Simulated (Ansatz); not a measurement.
# Si3B4: from a guess to a relaxed structure, part 2 of 2

The task: take a trial cell of Si3B4 to zero force and stress.

Ansatz 0.2.0; DFT PBE, scalar-relativistic, plane waves, PAW. The steps go on from the part before.

## Step 4: Relaxation on the finer mesh

The end of the coarse run is made exact in the group found at a tolerance of 0.06 Å and reduced to its primitive cell.

The input, input.yaml:

```yaml
crystal:
  lattice:
    - [4.8389509356, 0.0, 0.0]
    - [0.0, 4.8389509356, 0.0]
    - [0.0, 0.0, 4.8389509356]
  atoms:
    - { symbol: Si, position: [0.0, 0.0, 0.5] }
    - { symbol: Si, position: [0.5, 0.0, 0.0] }
    - { symbol: Si, position: [0.0, 0.5, 0.0] }
    - { symbol: B, position: [0.1550254187, 0.1550254187, 0.8449745813] }
    - { symbol: B, position: [0.8449745813, 0.8449745813, 0.8449745813] }
    - { symbol: B, position: [0.1550254187, 0.8449745813, 0.1550254187] }
    - { symbol: B, position: [0.8449745813, 0.1550254187, 0.1550254187] }
basis:
  ecutwfc: 420
kpoints:
  mp_grid: { grid: [8, 8, 8] }
hamiltonian:
  xc: pbe
scf:
  occupations: { method: gaussian, width: 0.1 }
output:
  forces: true
  stress: true
  eigenvalues: true
relax:
  adjacent_minimum: "off"
  f_tol: 0.01
  max_steps: 80
  cell: { stress_tol: 0.05 }
```

Started as:

```
$ ansatz run input.yaml --threads 1 --pin off --max-ram 2560MiB --backend cpu --events-out ev --progress --plain --runs-dir out
```

The log of the run:

```text
Warning: RAYON_NUM_THREADS=1 ignored (pool sized by the plan → 1); use --threads N
Engine: ansatz 0.2.0, aarch64-unknown-linux-gnu
Pseudopotentials: kind: paw
Pseudopotential: Si, paw, valence charge 4, recommended cutoff 420 eV (normal), Si.paw.azcp
Pseudopotential: B, paw, valence charge 3, recommended cutoff 420 eV (normal), B.paw.azcp
Functional definition: PBE
  parameter kappa = 0.804
  parameter beta = 0.06672455060314922
  exchange = pbe_x(kappa = kappa, mu = beta*pi^2/3)
  correlation = pbe_c(beta = beta)
Crystal: 7 atoms, lattice volume = 113.306 Å³
Basis set: ecut = 420 eV, 2205 PW (Γ), exchange–correlation on 72×72×72 points (8 copies of the dense FFT grid, shifted against one another)
Bands: 19, of which v1, the nominal top of the filled ones, is band 12 counted from 1 (11 counted from 0)
Symmetry: 24 space group operations
Space group: P-43m (ITA 215), of the structure as read, at distance tolerance 4.8e-5 Å
k-points: 35 of 512 (time reversal used)
Non-local potential: Si, projectors of the file, l = 0: 2, l = 1: 2, l = 2: 2
Non-local potential: B, projectors of the file, l = 0: 2, l = 1: 2, l = 2: 1
PAW form: soft (Blöchl's): semilocal exchange-correlation on the pseudo side does not see the compensation charge
PAW one-centre angular grid: Si, 110 points (default); XC on 64 Gauss nodes
PAW one-centre angular grid: B, 110 points (default); XC on 64 Gauss nodes
Initial density: superposition of atomic densities (neutral atoms: chi_scale 0, normalization atom), corrected by the library's trained network
Initial wavefunctions: pseudopotential atomic-orbital guess
Functional: x = pbe(κ = 0.804, μ = 0.2195149727645171), c = pbe(β = 0.06672455060314922)
SCF iter   1: F=—  HF=-2526.232406 eV  |F-HF|=—  |Δ(HF+E_count)|=         —  Δρ=4.48e-3  dr2=3.37e-2  ethr=1.77e-3  ⟨swp⟩=6.4  Hψ=4093  notcnv=0  defer=7
preconditioner: auto → LDOS  [metal: Δε(μ)=0.034 eV  Ē_g=8.885 eV  σ=0.100 eV  W_gap=0.19  n_scr=18 (ndim 8)  ℏωp=17.1 eV  f_vac=0.041  D(μ)=1.67/eV (n_scr^D=6)  β→1.0]
SCF iter   2: F=—  HF=-2526.236817 eV  |F-HF|=—  |Δ(HF+E_count)|=   4.41e-3  Δρ=1.63e-3  dr2=7.97e-3  ethr=1.40e-4  ⟨swp⟩=2.0  Hψ=1437  notcnv=0  defer=55
SCF iter   3: F=—  HF=-2526.234960 eV  |F-HF|=—  |Δ(HF+E_count)|=   1.86e-3  Δρ=5.49e-4  dr2=7.62e-4  ethr=3.32e-5  ⟨swp⟩=2.0  Hψ=949  notcnv=0  defer=55
SCF iter   4: F=—  HF=-2526.234789 eV  |F-HF|=—  |Δ(HF+E_count)|=   1.71e-4  Δρ=7.88e-5  dr2=9.91e-6  ethr=3.17e-6  ⟨swp⟩=2.1  Hψ=969  notcnv=0  defer=55
SCF iter   5: F=—  HF=-2526.234756 eV  |F-HF|=—  |Δ(HF+E_count)|=   3.27e-5  Δρ=1.64e-5  dr2=4.72e-7  ethr=4.13e-8  ⟨swp⟩=2.0  Hψ=1032  notcnv=0  defer=52
SCF iter   6: F=-2526.234756 eV  HF=-2526.234756 eV  |F-HF|=1.70e-9  |Δ(HF+E_count)|=   3.79e-7  Δρ=1.13e-6  dr2=1.14e-9  ethr=4.17e-10  ⟨swp⟩=10.7  Hψ=3648  notcnv=0
SCF 1 converged in 6 iterations: F = -2526.234756 eV  dr2 = 1.14e-9
relax step   1: F+E_penalty+E_count = -2526.23475624 eV  Δ(F+E_penalty+E_count) = +0.000e0 eV  max|allowed force component| = 2.480e-2 eV/Å  Δτ_max = 0.0000 Å  P = +0.230 GPa  Ω = 113.306 Å³  (6 SCF iters, dr2 threshold 1.00e-7 eV, accepted)
Crystal: 7 atoms, lattice volume = 113.480 Å³
Initial density: handed on by an earlier stage of this run
Initial wavefunctions: those handed on with the density
iter 1 solved again at ethr=2.61e-7 eV; its pass at ethr=3.10e-3 eV (dr2=6.26e-5 eV) is discarded
SCF iter   1: F=—  HF=-2526.235149 eV  |F-HF|=—  |Δ(HF+E_count)|=         —  Δρ=2.20e-4  dr2=6.37e-5  ethr=2.61e-7  ⟨swp⟩=2.7  Hψ=3920  notcnv=0
preconditioner: auto → LDOS  [metal: Δε(μ)=0.035 eV  Ē_g=8.895 eV  σ=0.100 eV  W_gap=0.19  n_scr=18 (ndim 8)  ℏωp=17.1 eV  f_vac=0.058  D(μ)=1.67/eV (n_scr^D=6)  β→1.0]
SCF iter   2: F=—  HF=-2526.235093 eV  |F-HF|=—  |Δ(HF+E_count)|=   5.62e-5  Δρ=5.68e-5  dr2=6.34e-6  ethr=2.61e-7  ⟨swp⟩=2.5  Hψ=1174  notcnv=0
SCF iter   3: F=—  HF=-2526.235091 eV  |F-HF|=—  |Δ(HF+E_count)|=   1.32e-6  Δρ=2.43e-5  dr2=1.58e-6  ethr=2.64e-8  ⟨swp⟩=2.1  Hψ=1061  notcnv=0
SCF iter   4: F=-2526.235091 eV  HF=-2526.235091 eV  |F-HF|=1.12e-8  |Δ(HF+E_count)|=   5.03e-7  Δρ=4.06e-6  dr2=2.91e-8  ethr=5.53e-10  ⟨swp⟩=4.4  Hψ=3324  notcnv=0
SCF 2 converged in 4 iterations: F = -2526.235091 eV  dr2 = 2.91e-8
relax step   2: F+E_penalty+E_count = -2526.23509087 eV  Δ(F+E_penalty+E_count) = -3.346e-4 eV  max|allowed force component| = 1.583e-2 eV/Å  Δτ_max = 0.0020 Å  P = +0.072 GPa  Ω = 113.480 Å³  energy of the carried Pulay correction = -1.069e-4 eV  (4 SCF iters, dr2 threshold 1.33e-7 eV, accepted)
Crystal: 7 atoms, lattice volume = 113.575 Å³
iter 1 solved again at ethr=3.46e-7 eV; its pass at ethr=3.10e-3 eV (dr2=8.30e-5 eV) is discarded
SCF iter   1: F=—  HF=-2526.235307 eV  |F-HF|=—  |Δ(HF+E_count)|=         —  Δρ=2.76e-4  dr2=1.05e-4  ethr=3.46e-7  ⟨swp⟩=2.9  Hψ=4140  notcnv=0
preconditioner: auto → LDOS  [metal: Δε(μ)=0.035 eV  Ē_g=8.899 eV  σ=0.100 eV  W_gap=0.19  n_scr=18 (ndim 8)  ℏωp=17.1 eV  f_vac=0.059  D(μ)=1.66/eV (n_scr^D=6)  β→1.0]
SCF iter   2: F=—  HF=-2526.235300 eV  |F-HF|=—  |Δ(HF+E_count)|=   7.35e-6  Δρ=1.49e-4  dr2=6.99e-5  ethr=3.46e-7  ⟨swp⟩=2.0  Hψ=1085  notcnv=0
SCF iter   3: F=—  HF=-2526.235234 eV  |F-HF|=—  |Δ(HF+E_count)|=   6.60e-5  Δρ=2.27e-5  dr2=5.97e-7  ethr=2.91e-7  ⟨swp⟩=2.0  Hψ=990  notcnv=0
SCF iter   4: F=—  HF=-2526.235236 eV  |F-HF|=—  |Δ(HF+E_count)|=   1.81e-6  Δρ=2.10e-6  dr2=4.61e-9  ethr=6.53e-11  ⟨swp⟩=5.0  Hψ=3727  notcnv=0
SCF iter   5: F=-2526.235236 eV  HF=-2526.235236 eV  |F-HF|=1.49e-10  |Δ(HF+E_count)|=   5.76e-9  Δρ=3.08e-7  dr2=8.38e-11  ethr=1.92e-11  ⟨swp⟩=2.9  Hψ=2466  notcnv=0
SCF 3 converged in 5 iterations: F = -2526.235236 eV  dr2 = 8.38e-11
relax step   3: F+E_penalty+E_count = -2526.23523572 eV  Δ(F+E_penalty+E_count) = -1.448e-4 eV  max|allowed force component| = 7.486e-4 eV/Å  Δτ_max = 0.0032 Å  P = -0.014 GPa  Ω = 113.575 Å³  energy of the carried Pulay correction = -1.655e-4 eV  (5 SCF iters, dr2 threshold 1.57e-8 eV, accepted)
Initial wavefunctions: pseudopotential atomic-orbital guess (no wavefunctions were taken with the density)
iter 1 solved again at ethr=5.59e-7 eV; its pass at ethr=3.10e-3 eV (dr2=1.34e-4 eV) is discarded
SCF iter   1: F=—  HF=-2526.235453 eV  |F-HF|=—  |Δ(HF+E_count)|=         —  Δρ=4.42e-6  dr2=3.37e-9  ethr=5.59e-7  ⟨swp⟩=3.2  Hψ=5930  notcnv=0
eigensolver tolerance schedule: the retry pair's looser diagonalisation over-reported the residual by 39797.77 of it (diagonalisation noise at an unbounded share of the residual, at the tolerance the schedule requests for it); recorded, not acted on — ethr = c·dr2/N_el stays at c = 1.0e-1
preconditioner: auto → LDOS  [metal: Δε(μ)=0.035 eV  Ē_g=8.899 eV  σ=0.100 eV  W_gap=0.19  n_scr=18 (ndim 8)  ℏωp=17.1 eV  f_vac=0.058  D(μ)=1.66/eV (n_scr^D=6)  β→1.0]
SCF iter   2: F=—  HF=-2526.235414 eV  |F-HF|=—  |Δ(HF+E_count)|=   3.91e-5  Δρ=1.40e-6  dr2=1.83e-9  ethr=1.40e-11  ⟨swp⟩=4.1  Hψ=1825  notcnv=0
SCF iter   3: F=—  HF=-2526.235414 eV  |F-HF|=—  |Δ(HF+E_count)|=  2.33e-10  Δρ=4.90e-7  dr2=1.61e-10  ethr=7.62e-12  ⟨swp⟩=2.3  Hψ=1082  notcnv=0
SCF iter   4: F=-2526.235414 eV  HF=-2526.235414 eV  |F-HF|=1.00e-11  |Δ(HF+E_count)|=  7.41e-11  Δρ=7.78e-8  dr2=1.54e-11  ethr=1.00e-12  ⟨swp⟩=6.9  Hψ=3126  notcnv=0
SCF 4 converged in 4 iterations: F = -2526.235414 eV  dr2 = 1.54e-11
relax step   4: F+E_penalty+E_count = -2526.23541405 eV  Δ(F+E_penalty+E_count) = -1.783e-4 eV  max|allowed force component| = 7.247e-4 eV/Å  Δτ_max = 0.0000 Å  P = -0.012 GPa  Ω = 113.575 Å³  stress off target by 1.23e-2 GPa  SCF on the basis re-selected at this cell (its energy is not comparable with the rows above)  (4 SCF iters)
basis re-selected at this cell: Δ(F+E_penalty+E_count) = -1.783e-4 eV, ΔP = +0.002 GPa vs the last step (what re-selecting the basis moved, of the pressure what is left beyond the Pulay correction that the steps carried, after the strain that the cell walked since its last selection, with what the two solves' SCF thresholds leave and, on support functions, any second-order correction that the steps lacked; it is no measure of the basis error at this ecutwfc). This SCF's stress stands 1.23e-2 GPa from its target on what of the cell is left free (relax.cell.stress_tol is 5.00e-2 GPa) and its largest allowed force component is 7.25e-4 eV/Å (relax.f_tol is 1.00e-2 eV/Å): within both
SCF converged after 4 iterations
Free energy (F): -2526.235414 eV
Harris-Foulkes:  -2526.235414 eV  (|F-HF|=1.00e-11)
Internal energy: -2526.227104 eV  (E = F + TS)
E sigma→0 (E₀):  -2526.231259 eV
Entropy (-TS):   -0.008310 eV (-1.187 meV/atom)
Fermi energy:    4.557129 eV
--- Per-component energies (eV) ---
  E_band       = -24.260118
  E_kinetic    = 310.706636
  E_local      = -505.732831  (includes V_loc(G=0)·N_el)
  E_nonlocal   = 125.305315
  E_hartree    = 176.248039
  E_xc         = -290.982517
  E_vxc        = -288.611972  (∫ρ·V_xc dr)
  E_paw        = -1853.082616  (= ΣΔE_a)
  E_vpaw       = -18.423416  (= ΣTr[D̂ρ^β])
  E_aug_tail   = 0.000004  (compensation charges beyond the density's cutoff)
  E_ewald      = -488.689132
  E_smearing   = -0.008310  (= −TS)
  E_closure    = 0.000000  (closes the sum)
  Σ components = -2526.235414   (vs F -2526.235414, Δ=0.00e0)
--- Forces (eV/Å), atoms counted from 1 ---
  atom   1  Si    -0.00000000     0.00000000    -0.00000000
  atom   2  Si     0.00000000     0.00000000    -0.00000000
  atom   3  Si     0.00000000    -0.00000000    -0.00000000
  atom   4  B     -0.00072475    -0.00072475     0.00072475
  atom   5  B      0.00072475     0.00072475     0.00072475
  atom   6  B     -0.00072475     0.00072475    -0.00072475
  atom   7  B      0.00072475    -0.00072475    -0.00072475
  max |Σ_I F_I| component: 7.70e-17 eV/Å
--- Stress (GPa, compression-positive) ---
       -0.012325      -0.000000      -0.000000
       -0.000000      -0.012325      -0.000000
       -0.000000      -0.000000      -0.012325
  P = ⅓ Tr σ = -0.0123 GPa (-0.123 kbar)
--- Band table (eV; the first three rows and the last of 35) ---
  k-point 0: bands = ["-9.0604", "-3.2946", "-3.2946", "-3.0518", "-3.0518", "-3.0518", "-0.8349", "2.3083", "2.3083", "2.3083", "3.5797", "3.5797", "3.5797", "6.7952", "6.7952", "6.7952", "10.1079", "10.3247", "10.3247"]
  k-point 1: bands = ["-9.0087", "-4.1296", "-3.2785", "-3.0237", "-3.0237", "-2.3526", "-0.5350", "2.0398", "2.0398", "2.2585", "3.4555", "3.7260", "3.7260", "6.6365", "7.1018", "7.1018", "9.8227", "10.2893", "10.6615"]
  k-point 2: bands = ["-8.8699", "-4.9746", "-3.2389", "-2.9521", "-2.9521", "-1.9135", "0.3309", "1.5569", "1.5569", "2.1320", "3.1792", "3.9307", "3.9307", "6.3537", "7.9162", "7.9162", "8.4777", "10.3925", "10.6746"]
  k-point 34: bands = ["-7.5408", "-5.4741", "-5.4741", "-5.4741", "-0.4125", "-0.4125", "-0.4125", "1.2019", "1.2019", "2.8508", "5.8993", "5.8993", "5.8993", "7.0907", "7.0907", "7.0907", "8.0812", "9.4581", "9.4581"]
--- Relaxed structure (3 steps of the walk, 3 accepted, 1 SCFs on fresh bases) ---
  F+E_penalty+E_count = -2526.23541405 eV   max|allowed force component| = 7.247e-4 eV/Å   (the final SCF, on the basis selected at the relaxed cell)
  cell:  # Å, volume = 113.5752 Å³
    - [4.842777414203521, -6.179025238242381e-34, -1.2438297557500898e-33]
    - [-5.216060266048763e-34, 4.842777414203521, -1.925929944387236e-34]
    - [-1.2438297557500898e-33, -1.765435782354966e-34, 4.842777414203521]
  atoms:
    - { symbol: Si, position: [-6.401636499403033e-21, -1.2803272998806026e-20, 0.5] }
    - { symbol: Si, position: [0.5, -1.2803272998805995e-20, -1.9900283863370405e-35] }
    - { symbol: Si, position: [-6.4016364994030154e-21, 0.5, 3.3167139772284005e-35] }
    - { symbol: B, position: [0.15440389517226752, 0.15440389517226752, 0.8455961048277325] }
    - { symbol: B, position: [0.8455961048277325, 0.8455961048277325, 0.8455961048277325] }
    - { symbol: B, position: [0.15440389517226752, 0.8455961048277325, 0.15440389517226752] }
    - { symbol: B, position: [0.8455961048277325, 0.15440389517226752, 0.15440389517226752] }
```

Wall time 27 s (1 thread of Arm Neoverse V2, shared host); peak memory 0.35 GiB.

Relaxation path:

```csv
step,E - E(step 1) (eV/cell),largest force component (eV/Å),pressure (GPa),volume (Å³)
1,0.0000,0.0248,0.23,113.31
2,-0.0003,0.0158,0.07,113.48
3,-0.0005,0.0007,-0.01,113.58
4,-0.0007,0.0007,-0.01,113.58
```

Step 1 is the start. Step 4 repeats the geometry before it on a plane-wave basis chosen anew for that cell, so its energy need not be comparable with the rows above.

|  | before | after | change |
| --- | --- | --- | --- |
| a (Å) | 4.839 | 4.843 | +0.1 % |
| b (Å) | 4.839 | 4.843 | +0.1 % |
| c (Å) | 4.839 | 4.843 | +0.1 % |
| volume (Å³/atom) | 16.19 | 16.23 | +0.2 % |
| shortest distance (Å) | 1.978 | 1.980 | +0.1 % |
| space group (0.01 Å) | P-43m | P-43m | same |

Forces and stress were held to the start's 24 operations: a distortion of lower symmetry was not tested.

## Step 5: Variant: occupations.method cold, occupations.width 0.2

The input, input.yaml:

```yaml
crystal:
  lattice:
    - [4.8427774142, 0.0, 0.0]
    - [0.0, 4.8427774142, 0.0]
    - [0.0, 0.0, 4.8427774142]
  atoms:
    - { symbol: Si, position: [0.0, 0.0, 0.5] }
    - { symbol: Si, position: [0.5, 0.0, 0.0] }
    - { symbol: Si, position: [0.0, 0.5, 0.0] }
    - { symbol: B, position: [0.1544038952, 0.1544038952, 0.8455961048] }
    - { symbol: B, position: [0.8455961048, 0.8455961048, 0.8455961048] }
    - { symbol: B, position: [0.1544038952, 0.8455961048, 0.1544038952] }
    - { symbol: B, position: [0.8455961048, 0.1544038952, 0.1544038952] }
basis:
  ecutwfc: 420
kpoints:
  mp_grid: { grid: [8, 8, 8] }
hamiltonian:
  xc: pbe
scf:
  occupations: { method: cold, width: 0.2 }
output:
  forces: true
  eigenvalues: true
  stress: true
```

Started as:

```
$ ansatz run input.yaml --threads 1 --pin off --max-ram 2560MiB --backend cpu --events-out ev --progress --plain --runs-dir out
```

The log of the run:

```text
Warning: RAYON_NUM_THREADS=1 ignored (pool sized by the plan → 1); use --threads N
[... 9 set-up lines as earlier in the session ...]
Crystal: 7 atoms, lattice volume = 113.575 Å³
Basis set: ecut = 420 eV, 2205 PW (Γ), exchange–correlation on 72×72×72 points (8 copies of the dense FFT grid, shifted against one another)
Bands: 19, of which v1, the nominal top of the filled ones, is band 12 counted from 1 (11 counted from 0)
[... 2 set-up lines as earlier in the session ...]
k-points: 35 of 512 (time reversal used)
[... 8 set-up lines as earlier in the session ...]
SCF iter   1: F=—  HF=-2526.229755 eV  |F-HF|=—  |Δ(HF+E_count)|=         —  Δρ=4.59e-3  dr2=3.64e-2  ethr=1.77e-3  ⟨swp⟩=5.8  Hψ=3976  notcnv=0
preconditioner: auto → LDOS  [metal: Δε(μ)=0.089 eV  Ē_g=8.884 eV  σ=0.200 eV  W_gap=0.33  n_scr=18 (ndim 8)  ℏωp=17.1 eV  f_vac=0.041  D(μ)=1.31/eV (n_scr^D=6)  β→1.0]
SCF iter   2: F=—  HF=-2526.234930 eV  |F-HF|=—  |Δ(HF+E_count)|=   5.18e-3  S|Δr|=    0.00e0  Δρ=1.99e-3  dr2=1.23e-2  ethr=1.52e-4  ⟨swp⟩=2.0  Hψ=1256  notcnv=0  defer=3
SCF iter   3: F=—  HF=-2526.231534 eV  |F-HF|=—  |Δ(HF+E_count)|=   3.40e-3  S|Δr|=    0.00e0  Δρ=5.49e-4  dr2=7.85e-4  ethr=5.14e-5  ⟨swp⟩=2.0  Hψ=946  notcnv=0  defer=3
SCF iter   4: F=—  HF=-2526.231366 eV  |F-HF|=—  |Δ(HF+E_count)|=   1.69e-4  S|Δr|=    0.00e0  Δρ=7.56e-5  dr2=8.20e-6  ethr=3.27e-6  ⟨swp⟩=2.1  Hψ=988  notcnv=0  defer=3
SCF iter   5: F=—  HF=-2526.231337 eV  |F-HF|=—  |Δ(HF+E_count)|=   2.90e-5  S|Δr|=    0.00e0  Δρ=1.56e-5  dr2=3.84e-7  ethr=3.42e-8  ⟨swp⟩=2.1  Hψ=1079  notcnv=0  defer=3
SCF iter   6: F=-2526.231337 eV  HF=-2526.231337 eV  |F-HF|=1.22e-9  |Δ(HF+E_count)|=   4.42e-7  S|Δr|=    0.00e0  Δρ=1.26e-6  dr2=1.69e-9  ethr=4.17e-10  ⟨swp⟩=10.8  Hψ=3723  notcnv=0
SCF 1 converged in 6 iterations: F = -2526.231337 eV  dr2 = 1.69e-9
SCF converged after 6 iterations
Stability not checked: this state was not tested for a lower state beside it, because cold or Methfessel-Paxton smearing, or corrected tetrahedra, fill the levels in a way that the test cannot read (fill_not_monotonic; see scf.lower_state_search)
Free energy (F): -2526.231337 eV
Harris-Foulkes:  -2526.231337 eV  (|F-HF|=1.22e-9)
Internal energy: -2526.240752 eV  (E = F + TS)
E sigma→0 (E₀):  -2526.234476 eV
Entropy (-TS):   0.009415 eV (1.345 meV/atom)
Fermi energy:    4.524113 eV
--- Per-component energies (eV) ---
  E_band       = -24.297319
  E_kinetic    = 310.662163
  E_local      = -505.691760  (includes V_loc(G=0)·N_el)
  E_nonlocal   = 125.313187
  E_hartree    = 176.223463
  E_xc         = -290.976509
  E_vxc        = -288.604495  (∫ρ·V_xc dr)
  E_paw        = -1853.082169  (= ΣΔE_a)
  E_vpaw       = -18.422939  (= ΣTr[D̂ρ^β])
  E_aug_tail   = 0.000004  (compensation charges beyond the density's cutoff)
  E_ewald      = -488.689132
  E_smearing   = 0.009415  (= −TS)
  E_closure    = 0.000000  (closes the sum)
  Σ components = -2526.231337   (vs F -2526.231337, Δ=0.00e0)
--- Forces (eV/Å), atoms counted from 1 ---
  atom   1  Si     0.00000000     0.00000000    -0.00000000
  atom   2  Si    -0.00000000    -0.00000000     0.00000000
  atom   3  Si     0.00000000     0.00000000    -0.00000000
  atom   4  B     -0.00187394    -0.00187394     0.00187394
  atom   5  B      0.00187394     0.00187394     0.00187394
  atom   6  B     -0.00187394     0.00187394    -0.00187394
  atom   7  B      0.00187394    -0.00187394    -0.00187394
  max |Σ_I F_I| component: 1.45e-17 eV/Å
--- Stress (GPa, compression-positive) ---
       -0.029800      -0.000000       0.000000
       -0.000000      -0.029800       0.000000
        0.000000       0.000000      -0.029800
  P = ⅓ Tr σ = -0.0298 GPa (-0.298 kbar)
--- Band table (eV; the first three rows and the last of 35) ---
  k-point 0: bands = ["-9.0614", "-3.2953", "-3.2953", "-3.0530", "-3.0530", "-3.0530", "-0.8359", "2.3070", "2.3070", "2.3070", "3.5790", "3.5790", "3.5790", "6.7947", "6.7947", "6.7947", "10.1076", "10.3246", "10.3246"]
  k-point 1: bands = ["-9.0097", "-4.1304", "-3.2792", "-3.0249", "-3.0249", "-2.3535", "-0.5360", "2.0386", "2.0386", "2.2573", "3.4547", "3.7252", "3.7252", "6.6360", "7.1012", "7.1012", "9.8217", "10.2891", "10.6613"]
  k-point 2: bands = ["-8.8709", "-4.9755", "-3.2397", "-2.9533", "-2.9533", "-1.9144", "0.3298", "1.5558", "1.5558", "2.1308", "3.1785", "3.9299", "3.9299", "6.3532", "7.9155", "7.9155", "8.4767", "10.3922", "10.6735"]
  k-point 34: bands = ["-7.5420", "-5.4749", "-5.4749", "-5.4749", "-0.4134", "-0.4134", "-0.4134", "1.2007", "1.2007", "2.8493", "5.8982", "5.8982", "5.8982", "7.0899", "7.0899", "7.0899", "8.0808", "9.4571", "9.4571"]
```

Wall time 5.7 s (1 thread of Arm Neoverse V2, shared host); peak memory 0.33 GiB.

```csv
run,ending,energy change,pressure (GPa),gap (eV),force (eV/Å),cycles,time
step 4,converged,0,0.0,0.00,0.00,-,27 s
variant,converged,-0.5 meV/atom (σ→0),0.0,0.00,0.00,6,5.7 s
```

Changing the smearing leaves the energy as it was (-0.5 meV/atom).

## Step 6: Summary of results

What follows sums up all 2 parts. Changes of volume or cell count from the first structure of part 1.

| quantity | value |
| --- | --- |
| symmetry at the end (tolerance 0.05 Å) | space group P-43m (No. 215) |
| conventional cell | a = 4.843 Å, b = 4.843 Å, c = 4.843 Å, α = 90.00°, β = 90.00°, γ = 90.00° |
| volume | 16.23 Å³/atom |
| energy over the elements | +0.69 eV/atom |
| gap on the mesh | none (metal) |

What this shows: The space group P-43m (No. 215) is kept, and the volume per atom grows by 24.1 % from the first guess. With a positive formation energy it can't be a ground state. No finished test with a distortion of lower symmetry is shown, so the end may be a saddle point.
